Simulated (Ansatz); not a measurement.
# CH₃Ge+ (triplet): the correlation ladder, cc-pVDZ

One table from this session's results is given with a row withheld; the runs are named, their logs left out.

Computed with Ansatz 0.2.0, Gaussian basis. Level: cc-pVDZ, core rule «outside noble gas», up to 15 orbitals frozen.

To be run: UHF; CCSD(T) on ROHF; CCSD(T) on UHF; BCCD(T) on ROHF; CISD; CCSDT(Q) on ROHF; CCSDT(Q) on UHF; CASSCF and NEVPT2, 10 electrons in 11 orbitals.

18 further runs of the same task are left out: 5 that didn't finish, 13 set aside as unsound or not needed.

### What is computed

The geometry is a PBE0/def2-TZVP stationary point (not a proven minimum) of the parent state, kept for this charge and spin. No spin-orbit coupling is included. The filled d shell of Ge may be among the frozen orbitals whatever the setting's name suggests; the logs give the count.

5 atoms, charge 1, spin multiplicity 3.

Atoms are counted from 1 here; the program's logs count them from 0.

Bond lengths: Ge1–C2 1.750 Å, Ge1–H3 1.529 Å, Ge1–H4 1.522 Å, C2–H5 1.077 Å. Angles: C2–Ge1–H3 123.1°, C2–Ge1–H4 120.6°, H3–Ge1–H4 116.3°, Ge1–C2–H5 152.0°.

Geometry (Å):

```
Ge    0.0000    0.0092    0.2522
C     0.0000   -0.0927   -1.4952
H     0.0000    1.3363    1.0110
H     0.0000   -1.2530    1.1023
H     0.0000    0.3560   -2.4747
```

Set-up of the first run:

The input, in.yaml:

```yaml
crystal:
  periodic: [false, false, false]
  atoms:
    - {symbol: Ge, position_ang: [0.000000, 0.009227, 0.252245]}
    - {symbol: C, position_ang: [0.000000, -0.092669, -1.495242]}
    - {symbol: H, position_ang: [0.000000, 1.336281, 1.011005]}
    - {symbol: H, position_ang: [0.000000, -1.253031, 1.102338]}
    - {symbol: H, position_ang: [0.000000, 0.356035, -2.474658]}
basis:
  gaussian: {orbitals: cc-pVDZ}
total_charge: 1
magnetization: {spin_polarized: true, initial_magnetization: 2}
hamiltonian: {xc: hf}
output: {orbitals: {seedname: orbitals}}
```

Command:

```
> ansatz run in.yaml --threads 1 --pin off --events-out ev --progress --plain --max-ram 2393MiB
```

Steps of the session up to this table: UHF; CCSD(T) on ROHF; CCSD(T) on UHF; BCCD(T) on ROHF; CISD; CCSDT(Q) on ROHF; CCSDT(Q) on UHF; CASSCF and NEVPT2, 10 electrons in 11 orbitals.

One table of the session follows, with a row left open; its other results are not shown here.

| method | from UCCSDT(Q) (meV) |
| --- | --- |
| ROHF | ? |
| UHF | +5347.1 |
| RMP2 | +1116.2 |
| UMP2 | +1114.3 |
| RCCSD | +154.5 |
| UCCSD | +150.8 |
| RCCSD(T) | +34.7 |
| UCCSD(T) | +33.6 |
| BCCD(T) | +34.2 |
| RCCSDT | +7.6 |
| UCCSDT | +6.0 |
| RCCSDT(Q) | +1.8 |
| UCCSDT(Q) | 0 |
| CASSCF valence | +3186.0 |
| NEVPT2 valence | +785.8 |

Q: Estimate the row for ROHF from the others.

The run gave: from UCCSDT(Q) (meV): +5513.1. In the column «from UCCSDT(Q) (meV)» it is the highest.

Not comparable, so not listed: CISD (they don't share determinant, frozen orbitals or solution with the rows shown, or repeat one).

Limits of these values: Restricted and unrestricted rows rest on different reference determinants; where their highest levels disagree by more than a few hundredths of an eV, they describe different states and don't form one ladder.
